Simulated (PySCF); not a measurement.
# C2H10BNSi: the cost of one run

Computed with PySCF 2.14.0, with density-fitted response routines of our own, on a single molecule in the gas phase. Atoms are numbered from 0 throughout.

## 1. The starting structure

15 atoms, charge 0, multiplicity 1; geometry from: GFN2-xTB. The atoms were then displaced at random by about 0.01 Å, so the start is not that level's minimum.

Bonds of the start (Å): C0–Si1 1.90, Si1–C2 1.92, Si1–B3 2.00, B3–N4 1.35, C0–H5 1.11, C0–H6 1.10, C0–H7 1.05, Si1–H8 1.51, C2–H9 1.08, C2–H10 1.10, C2–H11 1.07, B3–H12 1.18, N4–H13 0.99, N4–H14 1.02.

## 2. Geometry optimisation at PBE0-D3(BJ)/def2-SVP

Job settings and geometry (Å):

```
{"job": {"xc": "PBE0", "basis": "def2-SVP", "d3": "d3bj", "grid": 1, "shake": 0.01, "kind": "geom"}, "charge": 0, "multiplicity": 1}
C     -1.804580    -1.003420    -0.296620
Si    -0.277480    -0.075710     0.349750
C     -0.658770     1.799210     0.158640
B      1.436130    -0.582170    -0.550460
N      2.573930    -0.684130     0.163610
H     -2.730280    -0.641060     0.202950
H     -1.953480    -0.802800    -1.363640
H     -1.730630    -2.046400    -0.163870
H     -0.281070    -0.301650     1.843770
H     -1.590240     2.069540     0.630080
H      0.124340     2.399180     0.649510
H     -0.674880     2.093050    -0.872380
H      1.465140    -0.801570    -1.708620
H      3.454200    -0.917730    -0.216030
H      2.632370    -0.521730     1.166070
```

Started as:

```sh
$ OMP_NUM_THREADS=1 python probes_run.py task.json out
```

The driver reads the jobs from task.json and runs them one after another.

**Question.** How long does this first job take on 1 thread of Arm Neoverse V1, shared host, and how much memory does it need?

About 59 s, with a peak of 0.52 GiB.
